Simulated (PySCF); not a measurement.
# C₂H₂FLi, a complex of two parts: interaction energy

The task here is to estimate one member of a computed series from the others.

Programs: PySCF 2.14.0. All values are calculated, for the isolated system unless a continuum is named. Atoms count from 0, parts from 1.

### The system as given

6 atoms, charge 0, multiplicity 1; geometry: GFN2-xTB. Parts: 1 = atoms 0–1, `[Li][F]`, charge 0; 2 = atoms 2–5, `C#C`, charge 0.

The first run:

What the job is given:

```
{"job": {"xc": "PBE0", "basis": "def2-SVPD", "d3": "d3bj", "grid": 2, "kind": "geom", "shake": 0.01}, "charge": 0, "multiplicity": 1, "parts": [{"atoms": "0-1", "charge": 0, "multiplicity": 1}, {"atoms": "2-5", "charge": 0, "multiplicity": 1}]}
Li    -0.015899    -0.370174     0.516734
F      0.599469     0.412901    -0.651453
C     -0.465171    -1.665896     2.398057
C     -1.491261    -1.271540     2.065187
H      0.472214    -2.043055     2.743730
H     -2.502483    -0.960332     1.817441
```

Started as:

```bash
$ OMP_NUM_THREADS=1 python cluster_run.py task.json out
```

The driver reads the jobs from task.json and runs them one after another.

Among the steps run: Optimising the geometry at PBE0-D3(BJ)/def2-SVPD; Coupled-cluster interaction energy: CCSD(T) and MP2.

One of the session's tables, all rows but one given; the rest of the session is left out.

It belongs to the step «Coupled-cluster interaction energy: CCSD(T) and MP2». 

```
                 method  interaction energy (kcal/mol)
         HF/aug-cc-pVDZ                          -8.36
        MP2/aug-cc-pVDZ                          -7.56
       CCSD/aug-cc-pVDZ                              ?
    CCSD(T)/aug-cc-pVDZ                          -7.68
         HF/aug-cc-pVTZ                          -8.82
        MP2/aug-cc-pVTZ                          -8.37
    SCS-MP2/aug-cc-pVTZ                          -8.26
      MP2, extrapolated                          -8.52
CCSD(T), limit estimate                          -8.64
```

Estimate the missing values for CCSD/aug-cc-pVDZ.

**Answer.** interaction energy (kcal/mol): -7.74. In the column «interaction energy (kcal/mol)» it lies between SCS-MP2/aug-cc-pVTZ (-8.26) and CCSD(T)/aug-cc-pVDZ (-7.68).

In this run the core of Li (1s) is correlated, in a basis without core functions; only the other cores are frozen.
